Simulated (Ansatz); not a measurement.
# SiGe₃H₁₀: vertical ionisation energy

One table from this session's results is given with a row withheld; the runs are named, their logs left out.

Computed with Ansatz 0.2.0, Gaussian basis. Level: unrestricted cation, the program's frozen cores in correlated methods.

Plan: UKS PBE-D4/def2-TZVPP; UKS r2SCAN-D4/def2-TZVPP; UKS PBE0-D4/def2-TZVPP; UKS B3LYP-D4/def2-TZVPP; UKS wB97X-V/def2-TZVPP; UKS wB97M-V/def2-TZVPP; UKS B2PLYP/def2-TZVPP; UHF-CCSD(T)/def2-TZVPP; UHF-MP2/def2-QZVPP; extrapolation to the limit; then −ε(HOMO) from the neutral's earlier runs with LDA (SPW92), PBE-D4, revPBE-D4, BLYP-D4, r2SCAN-D4, B97M-V, PBE0-D4, B3LYP-D4, r2SCANh-D4, r2SCAN0-D4, HSE06-D4, BHLYP-D4, CAM-B3LYP-D4, LC-ωPBE, ωB97X-V, ωB97M-V.

## Structure used throughout

All runs share one geometry, relaxed beforehand with PBE0-D4 in a triple-zeta def2 set.

SMILES `[SiH3][GeH2][GeH2][GeH3]`, 14 atoms, charge 0, spin multiplicity 1.

Atoms are counted from 1 here; the program's logs count them from 0.

Bond lengths: Si1–Ge2 2.378 Å, Si1–H5 1.487 Å, Si1–H6 1.487 Å, Si1–H7 1.487 Å, Ge2–Ge3 2.426 Å, Ge2–H8 1.541 Å, Ge2–H9 1.540 Å, Ge3–Ge4 2.423 Å, Ge3–H10 1.540 Å, Ge3–H11 1.540 Å, Ge4–H12 1.538 Å, Ge4–H13 1.538 Å, Ge4–H14 1.538 Å. Angles: Ge2–Si1–H5 111.4°, Ge2–Si1–H6 109.7°, Ge2–Si1–H7 109.3°, H5–Si1–H6 108.9°, H5–Si1–H7 108.9°, H6–Si1–H7 108.7°, Si1–Ge2–Ge3 109.8°, Si1–Ge2–H8 109.8°, Si1–Ge2–H9 110.6°, Ge3–Ge2–H8 108.7°, Ge3–Ge2–H9 110.2°, H8–Ge2–H9 107.9°, Ge2–Ge3–Ge4 109.8°, Ge2–Ge3–H10 110.5°, Ge2–Ge3–H11 109.3°, Ge4–Ge3–H10 110.0°, Ge4–Ge3–H11 109.3°, H10–Ge3–H11 107.9° and more.

The first run:

Input file in.yaml:

```yaml
crystal:
  periodic: [false, false, false]
  atoms:
    - {symbol: Si, position_ang: [1.141632, 1.886667, -0.997514]}
    - {symbol: Ge, position_ang: [0.012583, -0.092692, -1.677576]}
    - {symbol: Ge, position_ang: [-1.406471, -0.887225, 0.122920]}
    - {symbol: Ge, position_ang: [-0.099711, -1.141703, 2.147284]}
    - {symbol: H, position_ang: [2.000468, 2.421686, -2.086714]}
    - {symbol: H, position_ang: [0.147077, 2.923256, -0.613780]}
    - {symbol: H, position_ang: [1.993342, 1.584316, 0.183561]}
    - {symbol: H, position_ang: [1.040246, -1.189476, -2.015823]}
    - {symbol: H, position_ang: [-0.829335, 0.171460, -2.940221]}
    - {symbol: H, position_ang: [-2.055238, -2.231608, -0.256278]}
    - {symbol: H, position_ang: [-2.535361, 0.131275, 0.369934]}
    - {symbol: H, position_ang: [1.097214, -2.070665, 1.884581]}
    - {symbol: H, position_ang: [0.437558, 0.229089, 2.591964]}
    - {symbol: H, position_ang: [-0.944014, -1.734390, 3.287652]}
basis:
  gaussian: {orbitals: def2-TZVPP}
total_charge: 1
magnetization: {spin_polarized: true, initial_magnetization: 1}
hamiltonian: {xc: pbe, dispersion: d4}
```

Steps of the session up to this table: Cation, UKS PBE-D4/def2-TZVPP; Cation, UKS r2SCAN-D4/def2-TZVPP; Cation, UKS PBE0-D4/def2-TZVPP; Cation, UKS B3LYP-D4/def2-TZVPP; Cation, UKS wB97X-V/def2-TZVPP; Cation, UKS wB97M-V/def2-TZVPP; Cation, UKS B2PLYP (frozen core)/def2-TZVPP; Cation, UHF-CCSD(T)/def2-TZVPP; Cation, UHF-MP2/def2-QZVPP.

One of the session's tables, all rows but one given; the rest of the session is left out.

It belongs to the step «Ionisation energies side by side». Orbital estimates, from the neutral's runs:

| functional | −ε(HOMO) (eV) |
| --- | --- |
| LDA (SPW92) | 6.83 |
| PBE-D4 | 6.71 |
| revPBE-D4 | 6.66 |
| BLYP-D4 | ? |
| r2SCAN-D4 | 6.97 |
| B97M-V | 7.07 |
| PBE0-D4 | 7.71 |
| B3LYP-D4 | 7.49 |
| r2SCANh-D4 | 7.33 |
| r2SCAN0-D4 | 7.87 |
| HSE06-D4 | 7.33 |
| BHLYP-D4 | 8.56 |
| CAM-B3LYP-D4 | 8.86 |
| LC-ωPBE | 10.12 |
| ωB97X-V | 9.82 |
| ωB97M-V | 9.64 |

**Question.** Estimate the row for BLYP-D4.

Worked estimate for «−ε(HOMO) (eV)». Against the share of exact exchange, B3LYP-D4 (0.2, 7.49), BHLYP-D4 (0.5, 8.56) give a slope of 3.57 per unit share; at 0 the line stands at 6.78.

As computed: −ε(HOMO) (eV): 6.54. In «−ε(HOMO) (eV)» the line misses by +0.24.
